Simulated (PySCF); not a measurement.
# A diatomic session: LiGa+

One table from this session's results is given with a row withheld; the runs are named, their logs left out.

Program: PySCF 2.14.0. Level of theory: Li def2-SVP, Ga def2-SVP, no relativity. These are calculated values, not measurements.

The first run:

Settings of the job:

```json
{
 "atoms": "Li, Ga",
 "charge": "1",
 "basis": "Li def2-SVP, Ga def2-SVP",
 "Hamiltonian": "no relativity",
 "basis functions": "41",
 "electrons treated": "33",
 "masses in u": "7.0160, 68.9256",
 "levels": "PBE0, PBE, r²SCAN, TPSS, B97-3, MN15, CAM-B3LYP, HF, MP2, SCS-MP2, CCSD, CCSD(T)",
 "grid": "80 radial by 434 angular points",
 "occupations": "held fixed by the projection of orbital angular momentum",
 "dissociation limit": "Li+ + Ga, each in its ground configuration",
 "starting distance in angstrom": "2.590",
 "values of 2S to try": "1, 3"
}
```

Command:

```sh
$ OMP_NUM_THREADS=1 python dia.py task.json out
```

Steps of the session up to this table: The job; The PBE0 curve of the state that the search chose; Excited determinants; PBE (GGA); r²SCAN (meta-GGA); TPSS (meta-GGA); B97-3 (global hybrid GGA); MN15 (hybrid meta-GGA); CAM-B3LYP; UHF (mean field); Adding correlation.

One table of the session follows, with a row left open; its other results are not shown here.

Energy (eV) from each level's lowest point:

```
R (Å)    UHF  UHF-MP2  UHF-SCS-MP2  UHF-CCSD  UHF-CCSD(T)
2.648  0.134    0.119        0.124       n/a          n/a
2.771  0.063    0.053        0.058     0.057        0.057
2.894      ?        ?            ?         ?            ?
2.987  0.006    0.004        0.005     0.005        0.005
3.079  0.000    0.000        0.000     0.000        0.000
3.171  0.001    0.003        0.002     0.002        0.002
3.295  0.012    0.016        0.014     0.015        0.015
3.449  0.037    0.044        0.040     0.042        0.042
3.633  0.081    0.089        0.084     0.087        0.088
3.880  0.156    0.166        0.159       n/a          n/a
```

Estimate the missing values for R (Å) = 2.894.

Worked estimate for «UHF». A straight line through the neighbours (2.771, 0.063) and (2.987, 0.006) gives 0.063 + (0.006 − 0.063) × (2.894 − 2.771) / (2.987 − 2.771) = 0.031; a parabola fitted to 4 rows on both sides gives 0.021.

The run gave: UHF: 0.022; UHF-MP2: 0.017; UHF-SCS-MP2: 0.020; UHF-CCSD: 0.019; UHF-CCSD(T): 0.019. In «UHF» the line misses by +0.009 and the parabola by -0.001.
